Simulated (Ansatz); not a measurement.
# TiTeAs: the cost of one run

Method: DFT LDA, scalar-relativistic, plane waves, PAW, in Ansatz 0.2.0.

## Step 1: Starting point

It takes space group Immm (No. 71, orthorhombic). Conventional cell: a = 3.573 Å, b = 5.249 Å, c = 12.794 Å, α = 90.00°, β = 90.00°, γ = 90.00°. Ti (site symmetry mm2) is surrounded by 4 As at 2.70 Å and 4 Te at 2.84 to 2.87 Å and 1 Ti at 3.03 Å. Te (site symmetry mm2) is surrounded by 4 Ti at 2.84 to 2.87 Å. As (site symmetry m2m) has 2 As at 2.55 to 2.70 Å and 4 Ti at 2.70 Å as nearest neighbours.

As a file:

```cif
data_structure
_symmetry_space_group_name_H-M 'Immm'
_symmetry_Int_Tables_number 71
_cell_length_a 3.5730
_cell_length_b 5.2491
_cell_length_c 12.7940
_cell_angle_alpha 90.000
_cell_angle_beta 90.000
_cell_angle_gamma 90.000
_cell_volume 239.95
loop_
_atom_site_label
_atom_site_type_symbol
_atom_site_symmetry_multiplicity
_atom_site_Wyckoff_symbol
_atom_site_fract_x
_atom_site_fract_y
_atom_site_fract_z
_atom_site_occupancy
Ti1 Ti 4 j 0.00000 0.50000 0.61847 1
Te1 Te 4 i 0.50000 0.50000 0.79073 1
As1 As 4 g 0.00000 0.25672 0.00000 1
```

The structure comes from the Crystallography Open Database.

## Step 2: Self-consistent density

File input.yaml:

```yaml
crystal:
  lattice:
    - [3.573, 0.0, 0.0]
    - [0.0, -5.2491, 0.0]
    - [-1.7865, 2.62455, -6.397]
  atoms:
    - { symbol: Ti, position: [0.38153, 0.88153, 0.76306] }
    - { symbol: Ti, position: [0.61847, 0.11847, 0.23694] }
    - { symbol: Te, position: [0.70927, 0.70927, 0.41854] }
    - { symbol: Te, position: [0.29073, 0.29073, 0.58146] }
    - { symbol: As, position: [0.0, 0.74328, 0.0] }
    - { symbol: As, position: [0.0, 0.25672, 0.0] }
basis:
  ecutwfc: 420
  fft_grid_basis: typed
kpoints:
  mp_grid: { grid: [8, 8, 8] }
hamiltonian:
  xc: lda
  pseudopotentials: { kind: paw }
scf:
  occupations: { method: gaussian, width: 0.05 }
output:
  forces: true
  stress: true
  eigenvalues: true
  bader: true
  write_density: true
  volumetric_format: npy
  elf: true
```

On the command line:

```console
ansatz run input.yaml --threads 2 --pin off --max-ram 4096MiB --backend cpu --events-out ev --progress --plain --runs-dir out
```

What time and memory should one allow on 2 threads of Arm Neoverse N1, shared host?

About 75 s, with a peak of 0.67 GiB.
